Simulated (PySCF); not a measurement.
# C₆H₆BCl: runs on many settings

Which settings matter for C₆H₆BCl (`Bc1ccc(Cl)cc1`), and how do bad ones show?

Programs: PySCF 2.14.0, with density-fitted response routines of our own. Each step states its level of theory. These are calculated values for one molecule in the gas phase, unless marked as measured. Atoms are numbered from 0 throughout.

### Step 1. Starting geometry

14 atoms, charge 0, multiplicity 1; geometry from: GFN2-xTB.

Bonds of the start (Å): B0–C1 1.55, C1–C2 1.40, C2–C3 1.38, C3–C4 1.39, C4–Cl5 1.73, C4–C6 1.39, C6–C7 1.38, C7–C1 1.40, B0–H8 1.17, B0–H9 1.17, C2–H10 1.08, C3–H11 1.08, C6–H12 1.08, C7–H13 1.08.

### Step 2. Ultraviolet spectrum: KT2/6-311+G(2d,p)

What the job is given:

```
{"job": {"kind": "uv", "xc": "KT2", "basis": "6-311+G(2d,p)", "nstates": 12, "ntriplets": 0, "tda": true, "scf": {"aux": "def2-universal-jkfit"}}, "charge": 0, "multiplicity": 1}
B      2.459055     0.251114    -0.016438
C      0.921826     0.093759    -0.009673
C      0.309946    -1.165569    -0.095496
C     -1.062564    -1.316266    -0.087452
C     -1.866987    -0.190542     0.010147
Cl    -3.584717    -0.365305     0.019779
C     -1.304894     1.074463     0.098909
C      0.069774     1.203665     0.087549
H      3.143307    -0.692775    -0.096560
H      2.938936     1.313986     0.060105
H      0.930913    -2.046195    -0.170820
H     -1.514063    -2.294156    -0.154566
H     -1.942412     1.941664     0.176965
H      0.501203     2.191683     0.155384
```

Method: TDA KT2/6-311+G(2d,p), vertical, gas phase, core orbitals frozen in the response.

Run with:

```
> OMP_NUM_THREADS=1 python probes_run.py task.json out
```

This one command runs all jobs of the session in turn.

The log of the run:

```text
final grid: 122440 points
cycle   1  E = -725.4764362635  dE =  9.875e-01  |g| = 4.854e-01  |ddm| = 1.061e+01
cycle   2  E = -725.3726602439  dE =  1.038e-01  |g| = 7.584e-01  |ddm| = 4.967e+00
cycle   3  E = -725.5245175652  dE = -1.519e-01  |g| = 2.499e-01  |ddm| = 1.629e+00
cycle   4  E = -725.5424309067  dE = -1.791e-02  |g| = 7.026e-02  |ddm| = 2.033e+00
cycle   5  E = -725.5436812424  dE = -1.250e-03  |g| = 2.646e-02  |ddm| = 6.756e-01
cycle   6  E = -725.5438648157  dE = -1.836e-04  |g| = 5.427e-03  |ddm| = 2.151e-01
cycle   7  E = -725.5438706079  dE = -5.792e-06  |g| = 2.565e-03  |ddm| = 4.009e-02
cycle   8  E = -725.5438723902  dE = -1.782e-06  |g| = 4.100e-04  |ddm| = 1.782e-02
cycle   9  E = -725.5438724332  dE = -4.303e-08  |g| = 1.462e-04  |ddm| = 1.629e-03
cycle  10  E = -725.5438724399  dE = -6.645e-09  |g| = 1.991e-05  |ddm| = 8.865e-04
cycle  11  E = -725.5438724400  dE = -1.187e-10  |g| = 1.092e-05  |ddm| = 2.369e-04
converged SCF energy = -725.5438724400

Static polarisability (au): isotropic 104.819, principal 56.919 96.778 160.760

Singlet excitations
state   eV       nm        f      main configurations
  1   4.2782    289.8   0.01510   H-1->L 0.86, H->L+1 0.11
  2   4.5364    273.3   0.43397   H->L 0.86
  3   4.9259    251.7   0.00000   H-2->L 0.98
  4   5.1257    241.9   0.00000   H-3->L 0.98
  5   5.2285    237.1   0.00032   H-4->L 1.00
  6   5.5345    224.0   0.03966   H->L+1 0.70, H-1->L+3 0.19
  7   5.9859    207.1   0.00066   H->L+2 0.91
  8   6.0679    204.3   0.00002   H-6->L 0.99
  9   6.1535    201.5   0.08651   H-5->L 0.89
 10   6.1959    200.1   0.00001   H-1->L+2 0.92
 11   6.2937    197.0   0.00044   H-2->L+1 0.99
 12   6.3984    193.8   0.04507   H->L+3 0.64, H-1->L+1 0.23
```

It took 49 s on 1 thread of Arm Neoverse V1, shared host; peak memory 0.69 GiB.

Frontier orbitals and where they lie:

| orbital | eV | atoms |
| --- | --- | --- |
| HOMO−3 | -8.06 | B0 38 %, H8 18 %, H9 17 % |
| HOMO−2 | -7.93 | Cl5 74 %, C4 6 %, B0 4 % |
| HOMO−1 | -6.91 | C3 23 %, C6 23 %, C7 22 % |
| HOMO | -6.60 | Cl5 26 %, C1 19 %, C4 17 % |
| LUMO | -3.03 | B0 46 %, C4 13 %, C1 10 % |
| LUMO+1 | -1.65 | C7 22 %, C2 21 %, C3 20 % |
| LUMO+2 | -0.72 | Cl5 38 %, C4 22 %, C3 8 % |

With each of the 12 states as a Gaussian band of 0.4 eV half-width at 1/e, the curve within the window shown has maxima at 274 nm (ε 18,000), 199 nm (ε 5,000) L/(mol cm). Beyond the last state computed it falls off for lack of states. The curve at chosen wavelengths:

| nm | ε (L/mol/cm) |
| --- | --- |
| 185 | 1595 |
| 191 | 3501 |
| 197 | 4891 |
| 203 | 4766 |
| 209 | 3663 |
| 215 | 2688 |
| 221 | 2165 |
| 227 | 1830 |
| 233 | 1645 |
| 239 | 2039 |
| 245 | 3612 |
| 251 | 6643 |
| 257 | 10703 |
| 264 | 15253 |
| 270 | 17594 |
| 276 | 17806 |
| 282 | 16073 |
| 288 | 13131 |
| 294 | 9839 |
| 300 | 6841 |
| 306 | 4460 |
| 312 | 2752 |
| 318 | 1620 |
| 324 | 917 |
| 330 | 502 |
| 336 | 267 |

Further results of this job:

| property | computed |
| --- | --- |
| dipole moment (D) | 0.37 |
| polarisability (Å³) | 15.53 |
| HOMO–LUMO gap (eV) | 3.57 |
| −ε(HOMO) (eV) | 6.60 |

### Step 3. Nuclear shieldings: PBE0/pcseg-1

The job, as its differences from that of step 2:

```diff
@@ -1,2 +1,2 @@
-{"job": {"kind": "uv", "xc": "KT2", "basis": "6-311+G(2d,p)", "nstates": 12, "ntriplets": 0, "tda": true, "scf": {"aux": "def2-universal-jkfit"}}, "charge": 0, "multiplicity": 1}
+{"job": {"kind": "nmr", "xc": "PBE0", "basis": "pcseg-1", "pop": true}, "charge": 0, "multiplicity": 1}
 B      2.459055     0.251114    -0.016438
```

Method: GIAO PBE0/pcseg-1 NMR shielding, non-relativistic, gas phase.

The log of the run:

```text
coarse grid: 12952 points
cycle   1  E = -716.6598470321  dE =  1.283e+00  |g| = 3.365e-01  |ddm| = 4.292e+00
cycle   2  E = -716.6293432545  dE =  3.050e-02  |g| = 4.895e-01  |ddm| = 9.954e-01
cycle   3  E = -716.6917130347  dE = -6.237e-02  |g| = 9.286e-02  |ddm| = 6.553e-01
cycle   4  E = -716.6939382009  dE = -2.225e-03  |g| = 3.268e-02  |ddm| = 1.408e-01
cycle   5  E = -716.6942051138  dE = -2.669e-04  |g| = 9.216e-03  |ddm| = 4.877e-02
cycle   6  E = -716.6942284786  dE = -2.336e-05  |g| = 1.146e-03  |ddm| = 1.333e-02
cycle   7  E = -716.6942287749  dE = -2.963e-07  |g| = 5.827e-04  |ddm| = 2.012e-03
final grid: 122440 points
cycle   8  E = -716.7416568481  dE = -3.086e-05  |g| = 6.723e-03  |ddm| = 4.432e-02
cycle   9  E = -716.7416525630  dE =  4.285e-06  |g| = 7.952e-03  |ddm| = 2.036e-02
cycle  10  E = -716.7416700768  dE = -1.751e-05  |g| = 8.862e-04  |ddm| = 1.167e-02
cycle  11  E = -716.7416702855  dE = -2.087e-07  |g| = 2.351e-04  |ddm| = 1.495e-03
cycle  12  E = -716.7416702975  dE = -1.199e-08  |g| = 1.013e-04  |ddm| = 3.754e-04
cycle  13  E = -716.7416703003  dE = -2.796e-09  |g| = 2.349e-05  |ddm| = 1.371e-04
cycle  14  E = -716.7416703004  dE = -1.253e-10  |g| = 7.324e-06  |ddm| = 3.183e-05
converged SCF energy = -716.7416703004

GIAO shielding tensors (ppm)
atom      isotropic    diamagn.    paramagn.     s11        s22        s33       span
  0 B       33.921     195.398    -161.476    -15.907     -6.224    123.895    139.801
  1 C       51.044     251.083    -200.039    -29.109    -27.870    210.111    239.220
  2 C       46.389     253.849    -207.460    -53.923     24.589    168.501    222.424
  3 C       63.079     252.069    -188.990    -32.585     55.900    165.921    198.506
  4 C       38.990     254.405    -215.414    -55.368     41.805    130.535    185.903
  5 Cl     701.109    1146.083    -444.973    537.323    594.896    971.110    433.788
  6 C       63.067     252.080    -189.013    -32.618     55.894    165.925    198.543
  7 C       46.327     253.870    -207.542    -54.035     24.599    168.418    222.453
  8 H       24.348      29.879      -5.531     19.061     26.280     27.702      8.641
  9 H       24.346      29.878      -5.532     19.058     26.277     27.702      8.644
 10 H       23.665      31.779      -8.114     20.289     23.408     27.297      7.009
 11 H       24.203      30.688      -6.485     19.999     23.331     29.279      9.280
 12 H       24.204      30.692      -6.489     20.000     23.333     29.277      9.276
 13 H       23.664      31.787      -8.123     20.286     23.404     27.301      7.015
```

Run time: 19 s. Hardware: 1 thread of Arm Neoverse V1, shared host; peak memory 0.83 GiB.

The references, computed at this level on geometries of the same kind, shield at (ppm): ¹H TMS 31.87, ¹³C TMS 197.0, ¹¹B BF3·OEt2 106.4. Their shielding less the atom's gives the shift. The references are single molecules in the gas phase. Atoms listed in one row are averaged.

| atoms | environment | σ (ppm) | δ (ppm) |
| --- | --- | --- | --- |
| C4 | aromatic carbon bearing chlorine | 39.0 | 158.0 |
| C2, C7 | aromatic CH | 46.4 | 150.6 |
| C1 | substituted aromatic carbon | 51.0 | 145.9 |
| C3, C6 | aromatic CH | 63.1 | 133.9 |
| H10, H13 | hydrogen on an aromatic CH | 23.66 | 8.21 |
| H11, H12 | hydrogen on an aromatic CH | 24.20 | 7.67 |
| H8, H9 | hydrogen on a boron bonded to C | 24.35 | 7.53 |
| B0 | boron bonded to C, 2 H | 33.9 | 72.5 |
| Cl5 | chlorine bonded to C | 701 | – |

Charges from the same density, by scheme (e):

| atoms | Mulliken | IAO | Hirshfeld | ESP fit |
| --- | --- | --- | --- | --- |
| B0 | 0.22 | 0.01 | 0.13 | 0.19 |
| C1 | -0.22 | -0.14 | -0.08 | 0.18 |
| C2, C7 | -0.09 | -0.10 | -0.02 | -0.35 |
| C3, C6 | 0.07 | -0.17 | -0.06 | 0.08 |
| C4 | -0.29 | 0.01 | 0.03 | -0.16 |
| Cl5 | -0.03 | -0.02 | -0.02 | -0.05 |

Mayer bond orders: B0–C1 1.05, C1–C2 1.37, C2–C3 1.46, C3–C4 1.32, C4–Cl5 1.15, C4–C6 1.32, C6–C7 1.46, C7–C1 1.37.

Ring of atoms C1, C2, C3, C4, C6, C7: NICS(0) -7.5, NICS(1) -10.6, NICS(1)zz -26.1 ppm (means of both faces).

### Step 4. NMR shieldings: BLYP/pcSseg-1

The job, as its differences from that of step 3:

```diff
@@ -1,2 +1,2 @@
-{"job": {"kind": "nmr", "xc": "PBE0", "basis": "pcseg-1", "pop": true}, "charge": 0, "multiplicity": 1}
+{"job": {"kind": "nmr", "xc": "BLYP", "basis": "pcSseg-1", "pop": true, "grid": 1}, "charge": 0, "multiplicity": 1}
 B      2.459055     0.251114    -0.016438
```

Method: GIAO BLYP/pcSseg-1 NMR shielding, non-relativistic, gas phase.

The log of the run:

```text
final grid: 57408 points
cycle   1  E = -717.0442035065  dE =  9.622e-01  |g| = 5.071e-01  |ddm| = 3.898e+00
cycle   2  E = -716.9196572734  dE =  1.245e-01  |g| = 8.271e-01  |ddm| = 1.428e+00
cycle   3  E = -717.1000512984  dE = -1.804e-01  |g| = 2.570e-01  |ddm| = 1.134e+00
cycle   4  E = -717.1186320932  dE = -1.858e-02  |g| = 7.241e-02  |ddm| = 3.428e-01
cycle   5  E = -717.1199508488  dE = -1.319e-03  |g| = 2.660e-02  |ddm| = 1.167e-01
cycle   6  E = -717.1201301710  dE = -1.793e-04  |g| = 3.875e-03  |ddm| = 3.342e-02
cycle   7  E = -717.1201329510  dE = -2.780e-06  |g| = 1.307e-03  |ddm| = 6.027e-03
cycle   8  E = -717.1201334819  dE = -5.309e-07  |g| = 2.997e-04  |ddm| = 1.705e-03
cycle   9  E = -717.1201335028  dE = -2.087e-08  |g| = 1.581e-04  |ddm| = 4.388e-04
cycle  10  E = -717.1201335089  dE = -6.165e-09  |g| = 1.804e-05  |ddm| = 1.490e-04
cycle  11  E = -717.1201335090  dE = -4.047e-11  |g| = 1.559e-05  |ddm| = 4.027e-05
converged SCF energy = -717.1201335090

GIAO shielding tensors (ppm)
atom      isotropic    diamagn.    paramagn.     s11        s22        s33       span
  0 B       19.419     192.517    -173.098    -28.875    -23.315    110.447    139.322
  1 C       30.709     250.691    -219.982    -52.870    -48.344    193.342    246.212
  2 C       28.750     252.907    -224.157    -72.581     10.867    147.963    220.544
  3 C       45.042     249.350    -204.308    -51.963     42.718    144.373    196.336
  4 C       21.543     255.887    -234.344    -72.938     27.059    110.507    183.444
  5 Cl     628.840    1145.630    -516.790    447.703    523.287    915.529    467.826
  6 C       45.028     249.357    -204.329    -52.008     42.709    144.383    196.391
  7 C       28.698     252.933    -224.235    -72.676     10.890    147.879    220.555
  8 H       24.703      30.291      -5.588     19.086     26.885     28.138      9.052
  9 H       24.701      30.289      -5.588     19.082     26.883     28.138      9.056
 10 H       23.806      32.094      -8.288     20.781     23.237     27.401      6.619
 11 H       24.314      30.630      -6.316     20.470     23.106     29.365      8.895
 12 H       24.314      30.633      -6.319     20.471     23.108     29.362      8.891
 13 H       23.806      32.101      -8.296     20.780     23.234     27.404      6.624
```

It took 26 s on 1 thread of Arm Neoverse V1, shared host; peak memory 0.75 GiB.

In short: δ C4 156.5, C2 149.3, C1 147.3, C3 133.0, H10 7.99, H11 7.49 ppm (means over like atoms).

### Step 5. Nuclear shieldings: PBE0/pcSseg-1

The job, as its differences from that of step 4:

```diff
@@ -1,2 +1,2 @@
-{"job": {"kind": "nmr", "xc": "BLYP", "basis": "pcSseg-1", "pop": true, "grid": 1}, "charge": 0, "multiplicity": 1}
+{"job": {"kind": "nmr", "xc": "PBE0", "basis": "pcSseg-1", "pop": false}, "charge": 0, "multiplicity": 1}
 B      2.459055     0.251114    -0.016438
```

Level: GIAO PBE0/pcSseg-1 NMR shielding, non-relativistic, gas phase.

The log of the run:

```text
coarse grid: 12952 points
cycle   1  E = -716.6784778179  dE =  1.274e+00  |g| = 3.599e-01  |ddm| = 3.786e+00
cycle   2  E = -716.6487787540  dE =  2.970e-02  |g| = 5.041e-01  |ddm| = 8.956e-01
cycle   3  E = -716.7131519318  dE = -6.437e-02  |g| = 1.050e-01  |ddm| = 5.799e-01
cycle   4  E = -716.7159484956  dE = -2.797e-03  |g| = 3.535e-02  |ddm| = 1.433e-01
cycle   5  E = -716.7162546610  dE = -3.062e-04  |g| = 1.018e-02  |ddm| = 4.800e-02
cycle   6  E = -716.7162805285  dE = -2.587e-05  |g| = 1.300e-03  |ddm| = 1.207e-02
cycle   7  E = -716.7162808023  dE = -2.738e-07  |g| = 5.766e-04  |ddm| = 1.627e-03
final grid: 122440 points
cycle   8  E = -716.7613517114  dE = -3.786e-05  |g| = 7.183e-03  |ddm| = 4.811e-02
cycle   9  E = -716.7613473800  dE =  4.331e-06  |g| = 8.143e-03  |ddm| = 1.924e-02
cycle  10  E = -716.7613651727  dE = -1.779e-05  |g| = 1.144e-03  |ddm| = 1.094e-02
cycle  11  E = -716.7613654398  dE = -2.671e-07  |g| = 2.646e-04  |ddm| = 1.386e-03
cycle  12  E = -716.7613654543  dE = -1.446e-08  |g| = 1.171e-04  |ddm| = 3.527e-04
cycle  13  E = -716.7613654579  dE = -3.624e-09  |g| = 2.612e-05  |ddm| = 1.405e-04
cycle  14  E = -716.7613654581  dE = -1.553e-10  |g| = 8.086e-06  |ddm| = 3.010e-05
converged SCF energy = -716.7613654581

GIAO shielding tensors (ppm)
atom      isotropic    diamagn.    paramagn.     s11        s22        s33       span
  0 B       25.881     192.060    -166.179    -23.735    -16.680    118.058    141.793
  1 C       40.537     252.404    -211.867    -41.913    -39.608    203.133    245.045
  2 C       35.888     253.281    -217.393    -68.326     15.125    160.865    229.191
  3 C       52.853     249.982    -197.129    -45.863     47.344    157.079    202.942
  4 C       32.177     255.812    -223.635    -68.259     39.763    125.026    193.285
  5 Cl     687.373    1145.001    -457.628    510.725    587.905    963.490    452.765
  6 C       52.842     249.991    -197.149    -45.895     47.338    157.083    202.978
  7 C       35.825     253.304    -217.479    -68.441     15.138    160.777    229.218
  8 H       24.384      29.680      -5.296     18.913     26.368     27.871      8.958
  9 H       24.382      29.678      -5.296     18.909     26.366     27.871      8.961
 10 H       23.435      31.774      -8.339     20.089     23.208     27.008      6.919
 11 H       23.983      30.414      -6.431     19.748     23.147     29.054      9.306
 12 H       23.983      30.419      -6.435     19.750     23.149     29.051      9.302
 13 H       23.434      31.782      -8.348     20.087     23.204     27.011      6.925
```

Run time: 21 s. Hardware: 1 thread of Arm Neoverse V1, shared host; peak memory 0.88 GiB.

Key values: δ C4 154.7, C2 151.1, C1 146.4, C3 134.1, H10 8.28, H11 7.73 ppm (means over like atoms).

### Step 6. TDDFT and polarisability: LDA/def2-SVPD

The job, as its differences from that of step 5:

```diff
@@ -1,2 +1,2 @@
-{"job": {"kind": "nmr", "xc": "PBE0", "basis": "pcSseg-1", "pop": false}, "charge": 0, "multiplicity": 1}
+{"job": {"kind": "uv", "xc": "LDA", "basis": "def2-SVPD", "nstates": 25, "ntriplets": 0, "tda": true, "max_iter": 2, "grid": 0, "scf": {"max_cycle": 99}}, "charge": 0, "multiplicity": 1}
 B      2.459055     0.251114    -0.016438
```

Method: TDA LDA/def2-SVPD, vertical, gas phase, core orbitals frozen in the response.

The log of the run:

```text
final grid: 12952 points
cycle   1  E = -712.8833810164  dE =  8.925e-01  |g| = 4.870e-01  |ddm| = 1.455e+01
cycle   2  E = -712.7454043137  dE =  1.380e-01  |g| = 8.345e-01  |ddm| = 3.949e+00
cycle   3  E = -712.9376629525  dE = -1.923e-01  |g| = 2.412e-01  |ddm| = 2.840e+00
cycle   4  E = -712.9541544714  dE = -1.649e-02  |g| = 7.689e-02  |ddm| = 9.805e-01
cycle   5  E = -712.9556431015  dE = -1.489e-03  |g| = 2.875e-02  |ddm| = 2.717e-01
cycle   6  E = -712.9558758115  dE = -2.327e-04  |g| = 4.169e-03  |ddm| = 9.469e-02
cycle   7  E = -712.9558798215  dE = -4.010e-06  |g| = 1.455e-03  |ddm| = 2.278e-02
cycle   8  E = -712.9558804405  dE = -6.191e-07  |g| = 4.022e-04  |ddm| = 4.546e-03
cycle   9  E = -712.9558804745  dE = -3.400e-08  |g| = 1.577e-04  |ddm| = 1.511e-03
cycle  10  E = -712.9558804817  dE = -7.190e-09  |g| = 3.087e-05  |ddm| = 5.015e-04
cycle  11  E = -712.9558804818  dE = -9.345e-11  |g| = 2.812e-05  |ddm| = 1.640e-04
converged SCF energy = -712.9558804818

Static polarisability (au): isotropic 106.147, principal 59.286 97.748 161.406

Singlet excitations
state   eV       nm        f      main configurations
  1   4.2526    291.5   0.01559   H-1->L 0.85, H->L+1 0.12
  2   4.4775    276.9   0.45244   H->L 0.84
  3   4.6593    266.1   0.00000   H-3->L 0.56, H-2->L 0.44
  4   4.7496    261.0   0.00000   H-2->L 0.56, H-3->L 0.44
  5   4.9844    248.7   0.00024   H-4->L 1.00
  6   5.4629    227.0   0.04468   H->L+1 0.70, H-1->L+2 0.19
  7   5.7194    216.8   0.00000   H-6->L 0.99
  8   5.9904    207.0   0.00009   H-2->L+1 1.00
  9   6.0777    204.0   0.00180   H-3->L+1 0.99
 10   6.1117    202.9   0.16563   H-5->L 0.87
 11   6.2108    199.6   0.00000   H-4->L+1 1.00
 12   6.2861    197.2   0.00018   H->L+3 0.98
 13   6.4965    190.8   0.00001   H-1->L+3 1.00
 14   6.5631    188.9   0.00799   H->L+2 0.77, H-1->L+1 0.14
 15   6.8774    180.3   0.57066   H-1->L+1 0.50, H-8->L 0.32
 16   6.8920    179.9   0.06340   H-1->L+2 0.48, H-5->L+1 0.41
 17   6.9913    177.3   0.01002   H->L+4 0.99
 18   7.0414    176.1   0.00000   H-2->L+2 0.52, H-3->L+2 0.47
 19   7.0589    175.6   0.00305   H-7->L 0.83, H-4->L+2 0.13
 20   7.1297    173.9   0.00000   H-3->L+2 0.52, H-2->L+2 0.47
 21   7.1783    172.7   0.00365   H-6->L+1 0.95
 22   7.2471    171.1   0.00005   H-2->L+3 0.83, H-3->L+3 0.17
 23   7.2998    169.8   0.01403   H-4->L+2 0.82, H-7->L 0.14
 24   7.3283    169.2   0.00000   H-1->L+4 1.00
 25   7.4707    166.0   0.00018   H-4->L+3 0.87, H-8->L 0.10
```

Wall time 18 s (1 thread of Arm Neoverse V1, shared host); peak memory 0.85 GiB.

Why it failed: The SCF converged, but the response equations did not within 2 iterations. The remedy is to allow more iterations. Numbers from the part that failed are no properties of the molecule.

### Step 7. Comparing the runs: NMR shifts

Shifts (ppm) of some atoms, chosen among heavy atoms and hydrogens apart, means over like atoms, with basis size and wall time:

| run | C4 | C2 | C1 | C3 | H10 | H8 | B0 | functions | time |
| --- | --- | --- | --- | --- | --- | --- | --- | --- | --- |
| PBE0/pcseg-1 | 158.0 | 150.6 | 145.9 | 133.9 | 8.21 | 7.53 | 72.5 | 146 | 19 s |
| BLYP/pcSseg-1 | 156.5 | 149.3 | 147.3 | 133.0 | 7.99 | 7.10 | 72.9 | 173 | 26 s |
| PBE0/pcSseg-1 | 154.7 | 151.1 | 146.4 | 134.1 | 8.28 | 7.33 | 74.2 | 173 | 21 s |

### Step 8. Summary of results

```
                                                              quantity                                            value
                                    lowest singlet (KT2/6-311+G(2d,p))                      4.28 eV (290 nm), f = 0.015
                              brightest single state of those computed                      state 2, 4.54 eV, f = 0.434
¹³C shifts against TMS (PBE0/pcseg-1, means over atoms taken as alike)                   158.0, 150.6, 145.9, 133.9 ppm
 ¹H shifts against TMS (PBE0/pcseg-1, means over atoms taken as alike)                             8.21, 7.67, 7.53 ppm
                            ¹¹B shifts against BF3·OEt2 (PBE0/pcseg-1)                                         72.5 ppm
                                       shieldings of Cl (PBE0/pcseg-1)                                    Cl5 701.1 ppm
                                              range of the shift of C4                               154.7 to 158.0 ppm
                                         property runs in this session  5, of which 1 failed and 0 gave unsound results
```

In words: Single values in the summary come from the first run of each kind that ended normally (KT2/6-311+G(2d,p); PBE0/pcseg-1), which need not be the best level. The first singlet state (HOMO−1→LUMO 0.86, HOMO→LUMO+1 0.11) lies at 4.28 eV and is weak; of the 12 states computed, the strongest absorption comes from state 2 at 4.54 eV. At PBE0/pcseg-1: Shielding is most anisotropic at Cl5 (span 434 ppm, paramagnetic term -445 ppm). NICS(1)zz of -26 ppm above the planar ring from C1 marks a diatropic (aromatic) ring current. Among the atoms with a shift in every run: Across the 3 runs the shift of C4 moves most, between 154.7 (PBE0/pcSseg-1) and 158.0 ppm (PBE0/pcseg-1).
